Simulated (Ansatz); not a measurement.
Write a Python script for Ansatz 0.2.0 through its Python package that makes a rigid scan of one bond length of C2H6As, SMILES [CH2][AsH]C. Level of theory (for the species named): B3LYP, def2-SVP basis, multiplicity 2.

| atom | x (Å) | y (Å) | z (Å) |
| --- | --- | --- | --- |
| C | -0.3797 | 0.6713 | -1.3303 |
| As | -0.5540 | 0.7742 | 0.6214 |
| C | 0.3225 | -0.9594 | 0.8121 |
| H | -1.0900 | -0.0035 | -1.7403 |
| H | -0.6445 | 1.7144 | -1.7746 |
| H | 0.7891 | 1.5890 | 0.7522 |
| H | -0.2948 | -1.7708 | 0.4931 |
| H | 1.3234 | -0.9612 | 0.2134 |
| H | 0.6165 | -1.1002 | 1.9358 |

`scan_c2h6as.py`:
```python
# -*- coding: utf-8 -*-
"""Potential curve of C2H6As along one bond."""

import warnings

import ansatz as az
import numpy as np


def main():
    warnings.simplefilter("ignore", az.DeckWarning)

    molecule = (
        az.Crystal.molecule()
        .atom("C", [-0.3797, 0.6713, -1.3303])
        .atom("As", [-0.554, 0.7742, 0.6214])
        .atom("C", [0.3225, -0.9594, 0.8121])
        .atom("H", [-1.09, -0.0035, -1.7403])
        .atom("H", [-0.6445, 1.7144, -1.7746])
        .atom("H", [0.7891, 1.589, 0.7522])
        .atom("H", [-0.2948, -1.7708, 0.4931])
        .atom("H", [1.3234, -0.9612, 0.2134])
        .atom("H", [0.6165, -1.1002, 1.9358])
    )

    symbols = [site.symbol for site in molecule.cartesian_sites]
    start = np.array([site.position_ang for site in molecule.cartesian_sites])
    axis = (start[8] - start[2]) / np.linalg.norm(start[8] - start[2])
    moving = [8]
    lengths, energies = [1.03, 1.076, 1.123, 1.17, 1.217, 1.264, 1.31, 1.381], []
    for length in lengths:
        xyz = start.copy()
        xyz[moving] += (length - np.linalg.norm(start[8] - start[2])) * axis
        point = az.Crystal.molecule()
        for symbol, place in zip(symbols, xyz):
            point = point.atom(symbol, place.tolist())
        job = point.calculation().basis(gaussian="def2-SVP").functional("b3lyp").spin("collinear", total=1)
        summary = job.run(threads=1, backend="cpu").report
        energies.append(summary["free_energy_ev"])
        print(f"r = {length:6.3f} A  E = {energies[-1]:.5f} eV  <S^2> = {abs(summary['mean_field']['state']['spin_squared']):.3f}")

    # quartic fit about the minimum
    fit = np.polynomial.Polynomial.fit(lengths, np.array(energies) - min(energies), 4).convert()
    roots = [r.real for r in fit.deriv().roots() if abs(r.imag) < 1e-9 and fit.deriv(2)(r.real) > 0]
    r_e = min(roots, key=lambda r: abs(r - lengths[int(np.argmin(energies))]))
    print(f"minimum of the fit at {r_e:.4f} A, force constant {fit.deriv(2)(r_e):.2f} eV/A^2")


if __name__ == "__main__":
    main()
```

```console
$ python scan_c2h6as.py
r =  1.030 A  E = -63002.82629 eV  <S^2> = 0.754
r =  1.076 A  E = -63002.91285 eV  <S^2> = 0.754
r =  1.123 A  E = -63002.91790 eV  <S^2> = 0.754
r =  1.170 A  E = -63002.85876 eV  <S^2> = 0.754
r =  1.217 A  E = -63002.75129 eV  <S^2> = 0.754
r =  1.264 A  E = -63002.60794 eV  <S^2> = 0.754
r =  1.310 A  E = -63002.44227 eV  <S^2> = 0.754
r =  1.381 A  E = -63002.15343 eV  <S^2> = 0.754
minimum of the fit at 1.1025 A, force constant 32.73 eV/A^2
```

What to keep in mind:
- Total energies depend on the basis set; only differences at equal settings carry meaning.
- The rest of the molecule is held rigid at a force-field or estimated start geometry, and the basis set is modest; single-reference methods fail as a bond breaks.
- The species is open-shell (spin multiplicity 2).
- b3lyp holds the VWN-RPA fit, as in Gaussian; the form of ORCA and Turbomole is b3lyp5.
- Wall time of the script: 64 s on 1 thread of Arm Neoverse N1 (shared host), peak memory 0.31 GiB.
